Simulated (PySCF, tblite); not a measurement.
**C₆H₈B₂: geometry, infrared bands and NMR shifts**

Wanted: the infrared bands and NMR shifts of C₆H₈B₂ (`BC1=CBC=CC=C1`), by calculation.

Computed with tblite 0.8.0 and PySCF 2.14.0, with density-fitted response routines of our own, on a single molecule in the gas phase. Atoms count from 0, in the outputs and in this text.

## (1) The starting structure

16 atoms, charge 0, multiplicity 1; geometry from: force field or distance geometry start.

Bonds of the start (Å): B0–C1 1.59, C1–C2 1.33, C2–B3 1.59, B3–C4 1.59, C4–C5 1.33, C5–C6 1.48, C6–C7 1.33, C7–C1 1.47, B0–H8 1.18, B0–H9 1.20, C2–H10 1.06, B3–H11 1.16, C4–H12 1.09, C5–H13 1.08, C6–H14 1.09, C7–H15 1.07.

## (2) Optimising the geometry with GFN2-xTB

The job: settings as JSON, then the geometry in Å.

```
{"job": {"kind": "relax", "xc": "GFN2-xTB", "basis": "xTB"}, "charge": 0, "multiplicity": 1}
B      2.694000     0.467100     0.114700
C      1.126500     0.284000    -0.092500
C      0.432200     1.418600    -0.070400
B     -1.145400     1.477800    -0.263000
C     -2.160000     0.329000     0.157600
C     -1.850100    -0.962100     0.172700
C     -0.561300    -1.614200    -0.148400
C      0.666400    -1.099700    -0.245800
H      3.486200     0.058800    -0.658500
H      3.020700     0.332100     1.264300
H      0.942700     2.343400     0.060600
H     -1.642300     2.517200    -0.392800
H     -3.167500     0.628700     0.430300
H     -2.641600    -1.636900     0.471500
H     -0.602900    -2.685900    -0.325500
H      1.394700    -1.849100    -0.486400
```

Started as:

```bash
$ OMP_NUM_THREADS=1 python probes_run.py task.json out
```

One launch serves the whole session: the jobs run in the order shown.

**Question.** This job is followed by: GFN2-xTB harmonic vibrations, gas phase; GIAO PBE0/pcSseg-1 NMR shielding, non-relativistic, gas phase. What will the session give for the following? strongest single infrared mode (GFN2-xTB); zero-point energy (GFN2-xTB); ¹³C shifts against TMS (PBE0/pcSseg-1); ¹H shifts against TMS (PBE0/pcSseg-1, means over atoms taken as alike); ¹¹B shifts against BF3·OEt2 (PBE0/pcSseg-1).

The runs gave:

| quantity | value |
| --- | --- |
| strongest single infrared mode (GFN2-xTB) | 2584 cm⁻¹, 230 km/mol |
| zero-point energy (GFN2-xTB) | 74.9 kcal/mol |
| ¹³C shifts against TMS (PBE0/pcSseg-1) | 175.5, 171.8, 163.8, 157.4, 150.4, 142.0 ppm |
| ¹H shifts against TMS (PBE0/pcSseg-1, means over atoms taken as alike) | 9.32, 8.81, 8.50, 8.27, 7.86, 7.85, 6.73 ppm |
| ¹¹B shifts against BF3·OEt2 (PBE0/pcSseg-1) | 83.6, 45.1 ppm |

**Reading.** Over 117 steps the energy fell by 0.735 eV; of the close pairs, B3–C4 changed most, 1.589 to 1.523 Å. All 42 modes are real, so the xTB geometry is a minimum. The strongest single mode, at 2584 cm⁻¹, moves mainly H11. GFN2-xTB is a fitted tight-binding method: band positions and strengths are rough. Its intensities can rank the bands wrongly. NICS(1)zz of -19 ppm above the planar ring from C1 marks a diatropic (aromatic) ring current.
